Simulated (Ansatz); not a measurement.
Consider an atomisation energy of CH3BrSSn, SMILES C[S][Sn][Br] (the Ansatz DFT code, driven from Python).

Script `tae.py`:
```python
"""Atomisation energy of CH3BrSSn at the given geometry."""

from collections import Counter

import ansatz as az

BASIS_SET = "def2-SVP"
XC = "PBE0"


def total_energy(molecule, charge=0, unpaired=0):
    calc = (
        molecule.calculation()
        .basis(gaussian=BASIS_SET)
        .functional(XC)
    )
    if charge:
        calc = calc.charge(charge)
    if unpaired:
        calc = calc.spin("collinear", total=unpaired)
    return calc.run(threads=1).report["free_energy_ev"]

GEOMETRY = """
C     0.41190    0.88250   -0.08730
S     0.79980   -0.36760   -1.29950
Sn   -1.13710   -1.74250   -0.75180
Br   -0.87860   -2.44280    1.67100
H     0.36520    0.50000    0.91030
H    -0.63890    1.35640   -0.33840
H     1.13910    1.74610   -0.15000
"""

system = az.Crystal.molecule()
for line in GEOMETRY.strip().splitlines():
    symbol, *xyz = line.split()
    system = system.atom(symbol, [float(v) for v in xyz])

# unpaired electrons of the ground-state atoms
unpaired = {"C": 2, "S": 2, "Sn": 2, "Br": 1, "H": 1}
counts = Counter(site.symbol for site in system.cartesian_sites)
atom_energy = {s: total_energy(az.Crystal.molecule().atom(s, (0, 0, 0)), 0, unpaired[s]) for s in counts}
whole = total_energy(system, 0, 0)
for s, e in atom_energy.items():
    print(f"{s:2s} x{counts[s]}  {e:14.5f} eV")
print(f"CH3BrSSn: {whole:.5f} eV")
split = sum(counts[s] * e for s, e in atom_energy.items()) - whole
print(f"atomisation energy (no zero-point term): {96.485332 * split:.1f} kJ/mol, {split / sum(counts.values()):.3f} eV an atom")
```

What does it cost to take this molecule apart into atoms?

2179.8 kJ/mol from the electronic energies, without the zero-point term.

What the script printed:

`python tae.py` gives:
```text
C  x1     -1027.52001 eV
S  x1    -10825.72021 eV
Sn x1     -5830.15624 eV
Br x1    -70028.48150 eV
H  x3       -13.61361 eV
CH3BrSSn: -87775.31085 eV
atomisation energy (no zero-point term): 2179.8 kJ/mol, 3.227 eV an atom
```

What to keep in mind:
- The settings weren't tested for convergence.
- The geometry is a force-field or estimated start, not a minimum of this method, and the basis set is short of its limit. All parts are taken at fixed geometry, without zero-point energy.
- def2 sets replace the cores of elements past krypton by effective core potentials.
- The spin-orbit lowering of heavy atoms is left out.
- Finished in 6.4 s on 1 thread of Arm Neoverse V2, on a shared host, peak memory 0.31 GiB.

(Lines on the test bed's own set-up are left out of the output.)
